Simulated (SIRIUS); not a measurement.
**Mg: equation of state with LDA**

Crystal: Mg.

```
CELL_PARAMETERS angstrom
3.20930 0.00000 0.00000
-1.60465 2.77934 0.00000
0.00000 0.00000 5.21030
ATOMIC_POSITIONS crystal
Mg 0.66667 0.33333 0.75000
Mg 0.33333 0.66667 0.25000
```

```yaml
Program: SIRIUS 7.12.0
Task: equation of state
Functional: LDA
Potentials_or_basis: all-electron FP-LAPW
Cutoff: 158 eV
Basis: apw+lo standard
k_mesh: 10 × 10 × 5
Occupations: fermi-dirac, width 0.05 eV
Spin: no spin polarisation
```

| Item | Value |
| --- | --- |
| Equilibrium volume | 21.66 Å³/atom (rough: see the caveat) |
| Bulk modulus at fixed shape and positions | 39 GPa (rough) |

Energy against volume, from the lowest point:
```tsv
volume (Å³/atom)	energy (meV/atom)
21.843	0.00
22.308	2.09
22.772	6.23
23.237	12.28
23.702	19.99
24.167	29.20
24.631	39.75
```

All runs of the series together: 2.3 min on 1 thread of Intel(R) Xeon(R) Platinum 8488C (Sapphire Rapids), with other jobs on the host.

Caveat: the minimum lies outside the volumes run; the cell was scaled at fixed shape and fractional positions, which overstates the stiffness of a crystal with free parameters, most of all of layers and chains.
